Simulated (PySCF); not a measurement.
**[Eu(NH3)6]3+: other functionals and bases at one geometry**

Aim: see how levels, charges and forces of [Eu(NH3)6]3+ depend on the level of theory. The species was built from a template and needn't be a known compound.

Program: PySCF 2.14.0. Level of theory: several levels, as the steps say, no spin–orbit coupling. These are calculated values, not measurements.

3 further runs of the same task are left out: 2 for a known fault of the program, 1 that didn't finish.

## Step 1: Starting geometry

25 atoms, charge 3, spin multiplicity 1.

Bond lengths: Eu1–N2 2.593 Å, Eu1–N6 2.593 Å, Eu1–N10 2.593 Å, Eu1–N14 2.593 Å, Eu1–N18 2.593 Å, Eu1–N22 2.593 Å, N2–H3 1.039 Å, N2–H4 1.038 Å, N2–H5 1.039 Å, N6–H7 1.038 Å, N6–H8 1.039 Å, N6–H9 1.039 Å, N10–H11 1.039 Å, N10–H12 1.038 Å, N10–H13 1.039 Å, N14–H15 1.039 Å, N14–H16 1.039 Å, N14–H17 1.039 Å and more. Angles: N2–Eu1–N6 180.0°, N2–Eu1–N10 89.4°, N2–Eu1–N14 88.8°, N2–Eu1–N18 90.6°, N2–Eu1–N22 91.2°, N6–Eu1–N10 90.6°, N6–Eu1–N14 91.2°, N6–Eu1–N18 89.4°, N6–Eu1–N22 88.8°, N10–Eu1–N14 90.0°, N10–Eu1–N18 180.0°, N10–Eu1–N22 90.0°, N14–Eu1–N18 90.0°, N14–Eu1–N22 180.0°, N18–Eu1–N22 90.0°, Eu1–N2–H3 115.5°, Eu1–N2–H4 115.7°, Eu1–N2–H5 115.8° and more.

As a file:

```xyz
25
charge 3, multiplicity 1
Eu    0.0000    0.0000    0.0000
N     0.0216    0.0285    2.5928
H     0.8363    0.5030    3.0282
H    -0.7848    0.5017    3.0447
H     0.0271   -0.9013    3.0553
N    -0.0216   -0.0285   -2.5928
H     0.7848   -0.5017   -3.0447
H    -0.8363   -0.5030   -3.0282
H    -0.0271    0.9013   -3.0553
N     2.5927   -0.0017    0.0045
H     3.0392   -0.4732    0.8151
H     3.0475   -0.4644   -0.8063
H     3.0409    0.9351    0.0108
N     0.0004    2.5924    0.0263
H     0.3947    3.0300    0.8817
H     0.5361    3.0552   -0.7336
H    -0.9333    3.0409   -0.0481
N    -2.5927    0.0017   -0.0045
H    -3.0475    0.4644    0.8063
H    -3.0392    0.4732   -0.8151
H    -3.0409   -0.9351   -0.0108
N    -0.0004   -2.5924   -0.0263
H    -0.5361   -3.0552    0.7336
H    -0.3947   -3.0300   -0.8817
H     0.9333   -3.0409    0.0481
```

Formal oxidation states: Eu +3. Each metal's 6 4f electrons lie in its core potential, so multiplicities, spins and levels count the valence alone. An earlier session relaxed this geometry at PBE, Eu lcecp-1-SVP with ECP52, N def2-SVP, H def2-SVP (singlet, point group Ci).

At PBE on the finer grid: E = -373.241507 Eh, HOMO -19.51 eV, LUMO -13.57 eV, Mulliken charge on Eu1 +1.08 e, largest force component 0.004 eV/Å. 

Levels to run: TPSS; M06-L; B3LYP; PBE0; PBE, TZVP. Hardware: 4 threads of AMD EPYC 7R43 (Zen 3), shared host.

## Step 2: TPSS

run.py (the lines that set the calculation) reads:

```python
mol = gto.M(atom='''
Eu     0.00000     0.00000     0.00000
N      0.02161     0.02854     2.59275
H      0.83632     0.50301     3.02820
H     -0.78478     0.50170     3.04470
H      0.02710    -0.90126     3.05527
N     -0.02161    -0.02854    -2.59275
H      0.78478    -0.50170    -3.04470
H     -0.83632    -0.50301    -3.02820
H     -0.02710     0.90126    -3.05527
N      2.59269    -0.00171     0.00451
H      3.03920    -0.47320     0.81505
H      3.04748    -0.46440    -0.80630
H      3.04090     0.93508     0.01084
N      0.00044     2.59241     0.02633
H      0.39473     3.02997     0.88165
H      0.53611     3.05520    -0.73357
H     -0.93329     3.04090    -0.04808
N     -2.59269     0.00171    -0.00451
H     -3.04748     0.46440     0.80630
H     -3.03920     0.47320    -0.81505
H     -3.04090    -0.93508    -0.01084
N     -0.00044    -2.59241    -0.02633
H     -0.53611    -3.05520     0.73357
H     -0.39473    -3.02997    -0.88165
H      0.93329    -3.04090     0.04808''',
    basis={'Eu': 'lcecp-1-SVP', 'N': 'def2-SVP', 'H': 'def2-SVP'},
    ecp={'Eu': 'lcecp-1-SVP'},
    charge=3, spin=0)
mf = dft.RKS(mol, xc='TPSS')
mf.grids.atom_grid = (75, 302)  # f atoms: unpruned, at least (60, 302)
mf = mf.density_fit()  # fitting sets: Eu AutoAux, N def2-universal-JKFIT, H def2-universal-JKFIT
mf.conv_tol = 1e-08; mf.max_cycle = 55
mf.kernel(dm0)  # dm0: the density of the relaxed state
```

Launch:

```bash
$ OMP_NUM_THREADS=4 python run.py
```

## Step 3: M06-L

Edit run.py (the lines that set the calculation) of step 2 so:

```diff
@@ -29,3 +29,3 @@
     charge=3, spin=0)
-mf = dft.RKS(mol, xc='TPSS')
+mf = dft.RKS(mol, xc='M06L')
 mf.grids.atom_grid = (75, 302)  # f atoms: unpruned, at least (60, 302)
```

## Step 4: B3LYP

Edit run.py (the lines that set the calculation) of step 3 so:

```diff
@@ -29,3 +29,3 @@
     charge=3, spin=0)
-mf = dft.RKS(mol, xc='M06L')
+mf = dft.RKS(mol, xc='B3LYP')
 mf.grids.atom_grid = (75, 302)  # f atoms: unpruned, at least (60, 302)
```

## Step 5: PBE0

Edit run.py (the lines that set the calculation) of step 4 so:

```diff
@@ -29,3 +29,3 @@
     charge=3, spin=0)
-mf = dft.RKS(mol, xc='B3LYP')
+mf = dft.RKS(mol, xc='PBE0')
 mf.grids.atom_grid = (75, 302)  # f atoms: unpruned, at least (60, 302)
```

## Step 6: PBE, TZVP

Basis: Eu lcecp-1-TZVP with ECP52, N def2-TZVP, H def2-TZVP. 

Edit run.py (the lines that set the calculation) of step 5 so:

```diff
@@ -26,6 +26,6 @@
 H      0.93329    -3.04090     0.04808''',
-    basis={'Eu': 'lcecp-1-SVP', 'N': 'def2-SVP', 'H': 'def2-SVP'},
-    ecp={'Eu': 'lcecp-1-SVP'},
+    basis={'Eu': 'lcecp-1-TZVP', 'N': 'def2-TZVP', 'H': 'def2-TZVP'},
+    ecp={'Eu': 'lcecp-1-TZVP'},
     charge=3, spin=0)
-mf = dft.RKS(mol, xc='PBE0')
+mf = dft.RKS(mol, xc='PBE')
 mf.grids.atom_grid = (75, 302)  # f atoms: unpruned, at least (60, 302)
@@ -33,2 +33,2 @@
 mf.conv_tol = 1e-08; mf.max_cycle = 55
-mf.kernel(dm0)  # dm0: the density of the relaxed state
+mf.kernel(dm0)  # dm0: free metal ions and neutral atoms
```

**Question.** What will these runs give? Wanted: for each run, HOMO; gap; charge on Eu1; dipole; largest force.

As calculated:

| level | state | HOMO (eV) | gap (eV) | charge on Eu1 (e) | dipole (D) | largest force (eV/Å) | basis functions | time |
| --- | --- | --- | --- | --- | --- | --- | --- | --- |
| PBE (relaxed here) | singlet | -19.51 | 5.94 | 1.08 | 0.00 | 0.00 | 207 | 26 s |
| TPSS | singlet | -19.67 | 6.31 | 1.22 | 0.00 | 0.18 | 207 | 83 s |
| M06-L | singlet | -19.96 | 6.80 | 1.50 | 0.00 | 0.40 | 207 | 90 s |
| B3LYP | singlet | -20.83 | 7.93 | 1.22 | 0.00 | 0.42 | 207 | 48 s |
| PBE0 | singlet | -21.11 | 8.48 | 1.30 | 0.00 | 0.42 | 207 | 42 s |
| PBE, TZVP | singlet | -19.54 | 5.96 | 1.76 | 0.00 | 0.41 | 341 | 2.6 min |

Times are on 4 threads of AMD EPYC 7R43 (Zen 3), shared host; the first row also made further properties. The dipole of a charged species depends on the origin, so these sizes hold for this origin alone.

In one basis the HOMO–LUMO gap runs from 5.94 eV (PBE) to 8.48 eV (PBE0). The largest leftover force, 0.42 eV/Å with PBE0, stands at a geometry relaxed at another level. The Mulliken charge on Eu spans +1.08 to +1.76 e over the levels. With 4f in the core, its levels are missing from HOMO and gap. Total energies of different levels can't be compared. Spin–orbit coupling is left out throughout.
